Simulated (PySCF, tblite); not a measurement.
# C28H16N2: electronic excitations, NMR shifts, part 2 of 2

tblite 0.8.0 and PySCF 2.14.0. Atoms count from 0. The steps go on from the part before.

## Step 5: NMR shifts: GIAO PBE/pcSseg-1

Job settings and geometry (Å):

```
{"job": {"kind": "nmr", "basis": "pcSseg-1", "pop": false, "xc": "PBE"}, "charge": 0, "multiplicity": 1}
C      4.542904     1.122649     1.502631
C      4.468759    -0.238551     1.227012
C      3.347611    -0.757657     0.624494
C      2.271679     0.065188     0.258847
C      2.317772     1.433234     0.607952
C      3.472055     1.936923     1.218195
C      1.163093     2.260439     0.333923
C      1.223440     3.659634     0.338657
C      0.113355     4.422863     0.064967
C     -1.088935     3.802932    -0.262403
C     -1.172419     2.432045    -0.277898
C     -0.069104     1.630473     0.053997
C     -0.130084     0.192168    -0.079446
C      1.063556    -0.496132    -0.298691
C      1.036148    -1.724434    -1.045307
C      2.173453    -2.235739    -1.695724
C      2.102866    -3.377576    -2.455512
C      0.891058    -4.050495    -2.613969
C     -0.251061    -3.529051    -2.061047
C     -0.201105    -2.359140    -1.292293
C     -1.401157    -1.797010    -0.739752
N     -2.547157    -2.493238    -0.914774
C     -3.656073    -2.041830    -0.425813
C     -3.722173    -0.909260     0.427766
C     -4.885032    -0.522088     1.117947
C     -4.802206     0.516825     2.007606
N     -3.646792     1.115023     2.322124
C     -2.563322     0.783152     1.677326
C     -2.528368    -0.175018     0.638255
C     -1.357153    -0.550559    -0.092727
H      5.423851     1.531523     1.974543
H      5.281321    -0.892120     1.506879
H      3.267588    -1.824774     0.487533
H      3.517436     2.976459     1.502166
H      2.162165     4.154718     0.533876
H      0.180414     5.500856     0.078030
H     -1.951501     4.398491    -0.521404
H     -2.095506     1.965006    -0.585151
H      3.104717    -1.693400    -1.645448
H      2.989315    -3.747343    -2.949701
H      0.850963    -4.958719    -3.196368
H     -1.212440    -3.995532    -2.205710
H     -4.554355    -2.603264    -0.652958
H     -5.809680    -1.054337     0.954135
H     -5.667980     0.879700     2.544653
H     -1.654174     1.266571     2.008740
```

Method: GIAO PBE/pcSseg-1 NMR shielding, non-relativistic, gas phase.

What it wrote:

```text
start: PBE on a coarse grid of 39651 points
cycle   1  E = -1184.1028133792  dE =  5.459e+00  |g| = 8.559e-01  |ddm| = 8.557e+00
cycle   2  E = -1183.9111655655  dE =  1.916e-01  |g| = 1.225e+00  |ddm| = 3.525e+00
cycle   3  E = -1184.2430316588  dE = -3.319e-01  |g| = 4.835e-01  |ddm| = 2.370e+00
cycle   4  E = -1184.3034562155  dE = -6.042e-02  |g| = 1.527e-01  |ddm| = 8.770e-01
cycle   5  E = -1184.3094757612  dE = -6.020e-03  |g| = 6.284e-02  |ddm| = 3.175e-01
cycle   6  E = -1184.3104375994  dE = -9.618e-04  |g| = 2.280e-02  |ddm| = 1.101e-01
cycle   7  E = -1184.3105514712  dE = -1.139e-04  |g| = 1.047e-02  |ddm| = 3.984e-02
cycle   8  E = -1184.3105831458  dE = -3.167e-05  |g| = 2.600e-03  |ddm| = 1.521e-02
final grid: 370165 points
cycle   9  E = -1184.5520443320  dE = -2.157e-04  |g| = 2.125e-02  |ddm| = 3.127e-01
cycle  10  E = -1184.5518493522  dE =  1.950e-04  |g| = 3.398e-02  |ddm| = 9.837e-02
cycle  11  E = -1184.5521074089  dE = -2.581e-04  |g| = 1.436e-02  |ddm| = 6.882e-02
cycle  12  E = -1184.5521664378  dE = -5.903e-05  |g| = 1.868e-03  |ddm| = 2.229e-02
cycle  13  E = -1184.5521663635  dE =  7.432e-08  |g| = 9.049e-04  |ddm| = 3.501e-03
cycle  14  E = -1184.5521664420  dE = -7.847e-08  |g| = 2.542e-04  |ddm| = 1.510e-03
cycle  15  E = -1184.5521677635  dE = -1.321e-06  |g| = 8.276e-05  |ddm| = 4.861e-04
converged SCF energy = -1184.5521677635

GIAO shielding tensors (ppm)
atom      isotropic    diamagn.    paramagn.     s11        s22        s33       span
  0 C       51.601     254.193    -202.592    -53.516     37.747    170.574    224.090
  1 C       52.512     254.166    -201.654    -52.504     39.734    170.306    222.810
  2 C       48.374     251.725    -203.351    -49.313     31.833    162.603    211.915
  3 C       51.985     259.490    -207.505    -28.780      9.214    175.520    204.299
  4 C       49.116     251.748    -202.632    -29.043      2.701    173.690    202.733
  5 C       56.045     244.076    -188.031    -44.698     42.031    170.801    215.499
  6 C       51.230     252.011    -200.781    -25.745      5.503    173.933    199.678
  7 C       56.133     244.585    -188.451    -43.843     42.348    169.894    213.737
  8 C       51.610     255.195    -203.585    -52.723     37.490    170.063    222.786
  9 C       52.392     254.001    -201.608    -52.087     38.819    170.444    222.531
 10 C       49.514     251.801    -202.287    -46.019     30.627    163.932    209.951
 11 C       49.690     260.684    -210.994    -28.348      4.273    173.144    201.493
 12 C       55.854     255.913    -200.058    -16.785     11.997    172.352    189.137
 13 C       49.132     257.416    -208.284    -24.954      2.811    169.539    194.492
 14 C       51.051     255.701    -204.650    -28.527      5.331    176.350    204.877
 15 C       50.135     250.051    -199.917    -44.751     31.918    163.237    207.987
 16 C       50.955     252.805    -201.850    -55.479     38.724    169.620    225.098
 17 C       51.588     255.358    -203.770    -52.275     36.717    170.322    222.597
 18 C       52.011     229.996    -177.985    -49.092     28.455    176.669    225.761
 19 C       48.608     255.630    -207.021    -27.916      2.939    170.802    198.717
 20 C       38.506     258.290    -219.783    -32.485      3.929    144.076    176.561
 21 N      -76.335     329.494    -405.829   -381.517   -138.751    291.263    672.780
 22 C       29.559     245.437    -215.878    -58.611     26.628    120.661    179.271
 23 C       53.634     261.237    -207.603    -26.210     -4.237    191.348    217.558
 24 C       62.004     251.126    -189.122    -31.261     51.898    165.375    196.636
 25 C       34.062     253.104    -219.042    -65.536     29.262    138.460    203.996
 26 N      -91.410     335.631    -427.041   -420.456   -157.338    303.564    724.020
 27 C       27.648     255.781    -228.132    -63.859     11.057    135.746    199.605
 28 C       55.653     263.666    -208.013    -21.211      0.892    187.277    208.488
 29 C       65.706     262.917    -197.211     -0.155     15.152    182.121    182.275
 30 H       23.558      27.559      -4.002     19.122     24.863     26.688      7.566
 31 H       23.670      29.310      -5.640     19.106     24.444     27.460      8.353
 32 H       22.626      36.599     -13.973     14.813     22.007     31.058     16.245
 33 H       22.584      35.545     -12.960     15.973     23.220     28.560     12.588
 34 H       22.712      35.217     -12.505     16.184     23.454     28.498     12.314
 35 H       23.733      28.215      -4.482     19.397     25.185     26.616      7.219
 36 H       24.049      30.737      -6.688     19.482     24.270     28.394      8.913
 37 H       23.142      37.594     -14.452     15.508     21.967     31.951     16.444
 38 H       22.682      35.872     -13.190     14.641     22.082     31.323     16.682
 39 H       23.613      28.674      -5.061     18.918     24.269     27.652      8.734
 40 H       23.509      27.036      -3.527     18.962     24.910     26.656      7.694
 41 H       21.352      33.610     -12.257     13.847     22.753     27.456     13.609
 42 H       21.874      30.229      -8.356     15.497     23.534     26.590     11.093
 43 H       23.887      30.290      -6.402     19.663     24.104     27.895      8.232
 44 H       22.500      26.647      -4.147     17.619     23.323     26.557      8.937
 45 H       21.620      36.178     -14.558     13.972     21.190     29.697     15.724
```

Run time: 84 s. Hardware: 2 threads of AMD EPYC 7R43, shared host; peak memory 1.4 GiB.

The references, computed at this level on geometries of the same kind, shield at (ppm): ¹H TMS 31.64, ¹³C TMS 182.6, ¹⁵N NH3 267.3. Their shielding less the atom's gives the shift. The references are single molecules in the gas phase, so shifts against H2O, NH3, PH3, H3PO4 or CFCl3 are not on the usual liquid scales and can be off by tens of ppm.

| atoms | environment | σ (ppm) | δ (ppm) |
| --- | --- | --- | --- |
| C27 | aromatic CH next to a ring nitrogen | 27.6 | 155.0 |
| C22 | aromatic CH next to a ring nitrogen | 29.6 | 153.1 |
| C25 | aromatic CH next to a ring nitrogen | 34.1 | 148.6 |
| C20 | ring-fusion aromatic carbon | 38.5 | 144.1 |
| C2 | aromatic CH | 48.4 | 134.2 |
| C19 | ring-fusion aromatic carbon | 48.6 | 134.0 |
| C4 | ring-fusion aromatic carbon | 49.1 | 133.5 |
| C13 | ring-fusion aromatic carbon | 49.1 | 133.5 |
| C10 | aromatic CH | 49.5 | 133.1 |
| C11 | ring-fusion aromatic carbon | 49.7 | 132.9 |
| C15 | aromatic CH | 50.1 | 132.5 |
| C16 | aromatic CH | 51.0 | 131.7 |
| C14 | ring-fusion aromatic carbon | 51.1 | 131.6 |
| C6 | ring-fusion aromatic carbon | 51.2 | 131.4 |
| C17 | aromatic CH | 51.6 | 131.0 |
| C0 | aromatic CH | 51.6 | 131.0 |
| C8 | aromatic CH | 51.6 | 131.0 |
| C3 | ring-fusion aromatic carbon | 52.0 | 130.6 |
| C18 | aromatic CH | 52.0 | 130.6 |
| C9 | aromatic CH | 52.4 | 130.2 |
| C1 | aromatic CH | 52.5 | 130.1 |
| C23 | ring-fusion aromatic carbon | 53.6 | 129.0 |
| C28 | ring-fusion aromatic carbon | 55.7 | 127.0 |
| C12 | ring-fusion aromatic carbon | 55.9 | 126.8 |
| C5 | aromatic CH | 56.0 | 126.6 |
| C7 | aromatic CH | 56.1 | 126.5 |
| C24 | aromatic CH | 62.0 | 120.6 |
| C29 | ring-fusion aromatic carbon | 65.7 | 116.9 |
| H41 | hydrogen on an aromatic CH | 21.35 | 10.29 |
| H45 | hydrogen on an aromatic CH next to a ring nitrogen | 21.62 | 10.02 |
| H42 | hydrogen on an aromatic CH next to a ring nitrogen | 21.87 | 9.77 |
| H44 | hydrogen on an aromatic CH next to a ring nitrogen | 22.50 | 9.14 |
| H33 | hydrogen on an aromatic CH | 22.58 | 9.06 |
| H32 | hydrogen on an aromatic CH | 22.63 | 9.01 |
| H38 | hydrogen on an aromatic CH | 22.68 | 8.96 |
| H34 | hydrogen on an aromatic CH | 22.71 | 8.93 |
| H37 | hydrogen on an aromatic CH | 23.14 | 8.50 |
| H40 | hydrogen on an aromatic CH | 23.51 | 8.13 |
| H30 | hydrogen on an aromatic CH | 23.56 | 8.08 |
| H39 | hydrogen on an aromatic CH | 23.61 | 8.03 |

Ring of atoms C0, C1, C2, C3, C4, C5: NICS(0) -7.4, NICS(1) -10.4, NICS(1)zz -25.9 ppm (means of both faces; NICS(1) differs between them: -11.5 and -9.3).

Ring of atoms C3, C4, C6, C11, C12, C13: NICS(0) -1.6, NICS(1) -6.0, NICS(1)zz -11.5 ppm (means of both faces).

Ring of atoms C6, C7, C8, C9, C10, C11: NICS(0) -7.2, NICS(1) -10.0, NICS(1)zz -24.5 ppm (means of both faces; NICS(1) differs between them: -11.2 and -8.8).

## Step 6: Summary of results

What follows sums up all 2 parts.

| quantity | value |
| --- | --- |
| strongest single infrared mode (GFN2-xTB) | 3088 cm⁻¹, 72 km/mol |
| zero-point energy (GFN2-xTB) | 217.1 kcal/mol |
| lowest singlet (BHandHLYP/6-31G*) | 3.74 eV (331 nm), f = 0.180 |
| brightest single state of those computed | state 5, 4.57 eV, f = 0.248 |
| lowest triplet | 2.45 eV |
| surface potential, 1st and 99th percentile | -1.57 V and 1.07 V |
| ¹³C shifts against TMS (PBE/pcSseg-1) | 155.0, 153.1, 148.6, 144.1, 134.2, 134.0, 133.5, 133.5, 133.1, 132.9, 132.5, 131.7, 131.6, 131.4 ppm and more |
| ¹H shifts against TMS (PBE/pcSseg-1) | 10.29, 10.02, 9.77, 9.14, 9.06, 9.01, 8.96, 8.93, 8.50, 8.13, 8.08, 8.03, 7.97, 7.91 ppm and more |
| ¹⁵N shifts against NH3 (PBE/pcSseg-1) | 358.8, 343.7 ppm |

**Reading.** All 132 modes are real, so the xTB geometry is a minimum. GFN2-xTB is a fitted tight-binding method: band positions and strengths are rough. Its intensities can rank the bands wrongly. The lowest singlet, at 3.74 eV, is HOMO→LUMO 0.77, HOMO−1→LUMO+1 0.08 and is bright; of the 8 states computed, the strongest absorption comes from state 5 at 4.57 eV. The lowest triplet lies 1.29 eV below the lowest singlet. At BHandHLYP/6-31G*, counted by nearest atom on the grid, the HOMO lies on C12, C13 about 13 % each; C15, C20 about 7 % each, the LUMO on C13, C22 about 12 % each; N21 8 %. At PBE/pcSseg-1: Shielding is most anisotropic at N26 (span 724 ppm, paramagnetic term -427 ppm). NICS(1)zz of -26 ppm above the planar ring from C0 marks a diatropic (aromatic) ring current. NICS(1)zz of -25 ppm above the planar ring from C6 marks a diatropic (aromatic) ring current.
